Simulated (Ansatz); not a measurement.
# BH3O2S: small, medium and large basis sets

An exercise on one series of results from a longer session: the logs are not shown, and one member is left open.

Computed with Ansatz 0.2.0, Gaussian basis. Level: one geometry, several basis sets.

The runs, in order: PBE0-D4/def2-SVP; ωB97M-V/def2-SVP; PBE0-D4/def2-QZVPP; ωB97M-V/def2-QZVPP; the functionals' def2-TZVPP values are taken from earlier runs.

**The geometry**

An earlier PBE0-D4 in a triple-zeta def2 set relaxation fixed the geometry.

SMILES `OB(O)S`, 7 atoms, charge 0, spin multiplicity 1.

Atoms are counted from 1 here; the program's logs count them from 0.

Bond lengths: O1–B2 1.364 Å, O1–H5 0.957 Å, B2–O3 1.357 Å, B2–S4 1.829 Å, O3–H6 0.961 Å, S4–H7 1.342 Å. Angles: B2–O1–H5 115.3°, O1–B2–O3 119.2°, O1–B2–S4 125.5°, O3–B2–S4 115.3°, B2–O3–H6 112.0°, B2–S4–H7 96.9°.

Set-up of the first run:

Contents of in.yaml:

```yaml
crystal:
  periodic: [false, false, false]
  atoms:
    - {symbol: O, position_ang: [-0.283261, 1.152564, 0.105129]}
    - {symbol: B, position_ang: [0.166244, -0.131151, 0.213747]}
    - {symbol: O, position_ang: [0.876938, -0.492735, 1.311155]}
    - {symbol: S, position_ang: [-0.103885, -1.457887, -1.015815]}
    - {symbol: H, position_ang: [-0.778170, 1.346407, -0.691234]}
    - {symbol: H, position_ang: [0.989784, 0.239480, 1.923842]}
    - {symbol: H, position_ang: [-0.806449, -0.724777, -1.892622]}
basis:
  gaussian: {orbitals: def2-SVP}
hamiltonian: {xc: pbe0, dispersion: d4}
output: {orbitals: {seedname: orbitals}}
```

Among the steps run: PBE0-D4 in def2-SVP; ωB97M-V in def2-SVP; PBE0-D4 in def2-QZVPP; ωB97M-V in def2-QZVPP.

One of the session's tables, all rows but one given; the rest of the session is left out.

It belongs to the step «Density functionals: the series». 

```
functional       basis  HOMO (eV)  LUMO (eV)
   PBE0-D4    def2-SVP      -7.38       0.61
   PBE0-D4  def2-TZVPP          ?          ?
   PBE0-D4  def2-QZVPP      -7.65      -0.18
   ωB97M-V    def2-SVP      -9.56       2.44
   ωB97M-V  def2-TZVPP      -9.82       1.66
   ωB97M-V  def2-QZVPP      -9.86       1.18
```

Estimate the missing values for PBE0-D4, def2-TZVPP.

The run gave: HOMO (eV): -7.61; LUMO (eV): 0.09. In the column «HOMO (eV)» it lies between PBE0-D4, def2-QZVPP (-7.65) and PBE0-D4, def2-SVP (-7.38).
